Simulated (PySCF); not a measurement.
The system is F2GeS2H2, in a box.

```xyz
7
Lattice="13.0000 0.0000 0.0000 0.0000 12.0000 0.0000 0.0000 0.0000 13.0000" Properties=species:S:1:pos:R:3 pbc="T T T"
F     7.6679    4.6064    7.8257
Ge    6.8348    5.7388    6.8351
F     5.6333    4.7764    6.0590
S     5.7800    7.2646    7.9910
S     8.3384    6.5132    5.4578
H     4.6876    6.4861    8.0948
H     7.4881    7.4356    4.9732
```

Base run:

| Quantity | Value |
| --- | --- |
| Program | PySCF 2.14.0 |
| Functional | HCTH407 |
| Potentials or basis | def2-svp (all-electron) |
| k mesh | 1 × 1 × 1 |
| Occupations | fixed |
| Spin | no spin polarisation |

Its results: gap between the frontier levels 5.04 eV.

Problem. After a change of settings the same cell gave: gap between the frontier levels 7.34 eV. Which change was it?
A. functional from HCTH407 to r2SCAN
B. functional from HCTH407 to PBE
C. functional from HCTH407 to TPSSh; dispersion from none to D4
D. functional from HCTH407 to PBEsol0

Solution. D.

Caveats: this is a molecule in a periodic box at the Γ point, so its band gap is the HOMO-LUMO gap; relativity is left out, which matters for the heavier elements; the basis of atomic orbitals isn't converged, which shifts pressures, moduli and gaps.
